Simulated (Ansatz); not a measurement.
# InSb3: the cost of one run

Program: Ansatz 0.2.0. Level of theory: DFT PBE+D3(BJ), scalar-relativistic, plane waves, PAW. These are calculated values, not measurements.

3 further runs of the same task are left out: 3 set aside as unsound or not needed.

## (1) The system as given

The structure is cubic, space group Pm-3m (No. 221). The conventional cell has a = 4.733 Å, b = 4.733 Å, c = 4.733 Å, α = 90.00°, β = 90.00°, γ = 90.00°. In (site symmetry m-3m) has 12 Sb at 3.35 Å as nearest neighbours. Sb (site symmetry 4/mmm) is surrounded by 4 In at 3.35 Å and 8 Sb at 3.35 Å.

Structure file:

```
In Sb
1.0
    -4.73348    4.73348    0.00000
     0.00000    4.73348   -4.73348
    -4.73348    0.00000   -4.73348
In Sb
2 6
Direct
  0.50000 0.50000 0.50000
  0.00000 0.00000 0.00000
  0.00000 0.00000 0.50000
  0.50000 0.50000 0.00000
  0.00000 0.50000 0.00000
  0.50000 0.00000 0.50000
  0.00000 0.50000 0.50000
  0.50000 0.00000 0.00000
```

It goes back to an entry of the Materials Project, which need not be the stable form.

## (5) Setting up the map

Atoms count from 1 in the order of the input.

One atom moved over a plane, all else fixed.

- shift of Sb3 along [1 0 0]: 11 values from −1.410 to 1.410 Å
- shift of Sb3 along [0 0 1]: 11 values from −1.410 to 1.410 Å

Nothing else is relaxed (all other atoms fixed). Energies count from the relaxed crystal. Points are written as (first, second).

(The set-up runs are not shown.)

## (6) Grid point (−0.846 Å, −0.846 Å)

input.yaml reads:

```yaml
crystal:
  lattice:
    - [-4.7334824492, 4.7334824492, 0.0]
    - [0.0, 4.7334824492, -4.7334824492]
    - [-4.7334824492, 0.0, -4.7334824492]
  atoms:
    - { symbol: In, position: [0.5, 0.5, 0.5] }
    - { symbol: In, position: [0.0, 0.0, 0.0] }
    - { symbol: Sb, position: [0.0, 0.0, 0.6787267639] }
    - { symbol: Sb, position: [0.5, 0.5, 0.0] }
    - { symbol: Sb, position: [0.0, 0.5, 0.0] }
    - { symbol: Sb, position: [0.5, 0.0, 0.5] }
    - { symbol: Sb, position: [0.0, 0.5, 0.5] }
    - { symbol: Sb, position: [0.5, 0.0, 0.0] }
basis:
  ecutwfc: 420
kpoints:
  mp_grid: { grid: [8, 8, 8] }
hamiltonian:
  xc: pbe
  pseudopotentials: { kind: paw, azcp: { folder: soft_1 } }
  dispersion: d3bj
scf:
  occupations: { method: gaussian, width: 0.15 }
output:
  forces: true
  stress: true
  eigenvalues: true
```

Launch:

```sh
$ ansatz run input.yaml --threads 4 --pin off --max-ram 8192MiB --backend cpu --events-out ev --progress --plain --runs-dir out
```

What time and memory should one allow on 4 threads of Arm Neoverse V2, shared host?

About 32 s, with a peak of 1.2 GiB.
